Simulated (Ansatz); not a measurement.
# FH2Sn: the cost of one run

Program: Ansatz 0.2.0, driven from Python. Level of theory: CAM-B3LYP/def2-TZVP. These are calculated values, not measurements.

## 1. The system

Bond lengths: F1–Sn2 1.907 Å, Sn2–H3 1.721 Å, Sn2–H4 1.786 Å. Angles: F1–Sn2–H3 107.6°, F1–Sn2–H4 112.6°, H3–Sn2–H4 107.8°.

The script holds or builds the structure itself.

## 2. Script

The input, adiabatic_fh2sn.py:

```python
"""How FH2Sn relaxes after losing an electron."""

from dataclasses import dataclass
import itertools

import ansatz as az
from ase.data import atomic_numbers, covalent_radii
import numpy as np


@dataclass(frozen=True)
class RunConfig:
    basis_set: str = "def2-TZVP"
    xc: str = "cam_b3lyp"
    charge: int = 1


cfg = RunConfig()

geometry_ang = [
    ("F", (-1.6221, -0.2642, 0.6552)),
    ("Sn", (-0.0382, -0.2246, -0.4053)),
    ("H", (1.2053, -1.01, 0.4885)),
    ("H", (0.5105, 1.4384, -0.7587)),
]
molecule = az.Crystal.molecule()
for symbol, xyz in geometry_ang:
    molecule = molecule.atom(symbol, xyz)

base = molecule.calculation().basis(gaussian=cfg.basis_set).functional(cfg.xc).spin("collinear", total=1)
symbols = [site.symbol for site in molecule.cartesian_sites]
start = np.array([site.position_ang for site in molecule.cartesian_sites], dtype=float)
data = base.relax(force_tolerance=0.01, max_steps=100).run(threads=1, backend="cpu").report
end = np.array(data["positions_ang"])

minimum = az.Crystal.molecule()
for symbol, place in zip(symbols, end):
    minimum = minimum.atom(symbol, place.tolist())
ion = (
    minimum.calculation()
    .basis(gaussian=cfg.basis_set)  # atom-centred Gaussian functions
    .functional(cfg.xc)
    .charge(cfg.charge)  # electrons removed from the neutral system
)
vertical = ion.run(threads=1, backend="cpu").report
settled = ion.relax(force_tolerance=0.01, max_steps=80).run(threads=1, backend="cpu").report
print(f"vertical ionisation energy   {vertical['free_energy_ev'] - data['free_energy_ev']:.3f} eV")
print(f"adiabatic, no zero point     {settled['free_energy_ev'] - data['free_energy_ev']:.3f} eV")
print(f"relaxation energy of the ion {vertical['free_energy_ev'] - settled['free_energy_ev']:.3f} eV")
ionised = np.array(settled["positions_ang"])
# pairs closer than 1.2 times the sum of covalent radii, before or after
radius = [covalent_radii[atomic_numbers[s]] for s in symbols]
span = lambda where, i, j: np.linalg.norm(where[i] - where[j])
bonded = [(i, j) for i, j in itertools.combinations(range(len(symbols)), 2) if min(span(end, i, j), span(ionised, i, j)) < 1.2 * (radius[i] + radius[j])]
print("pair        before    after (A)")
for i, j in bonded:
    print(f"{symbols[i]}{i}-{symbols[j]}{j}".ljust(10), f"{span(end, i, j):8.4f} {span(ionised, i, j):8.4f}")
```

## 3. The calls as engine input

The engine receives this input (first run):

```yaml
crystal:
  periodic: [false, false, false]
  atoms:
    - { symbol: F, position_ang: [-1.6221, -0.2642, 0.6552] }
    - { symbol: Sn, position_ang: [-0.0382, -0.2246, -0.4053] }
    - { symbol: H, position_ang: [1.2053, -1.01, 0.4885] }
    - { symbol: H, position_ang: [0.5105, 1.4384, -0.7587] }
basis:
  gaussian:
    orbitals: def2-TZVP
hamiltonian:
  xc: cam_b3lyp
magnetization:
  spin_polarized: true
  initial_magnetization: 1.0
relax:
  f_tol: 0.01
  max_steps: 100
```

## 4. The run

Launch:

```bash
$ python adiabatic_fh2sn.py
```

**Question.** How long does this script take on 1 thread of Intel Xeon 6975P-C (Granite Rapids), shared host, and how much memory does it need?

About 20 s, with a peak of 0.28 GiB.
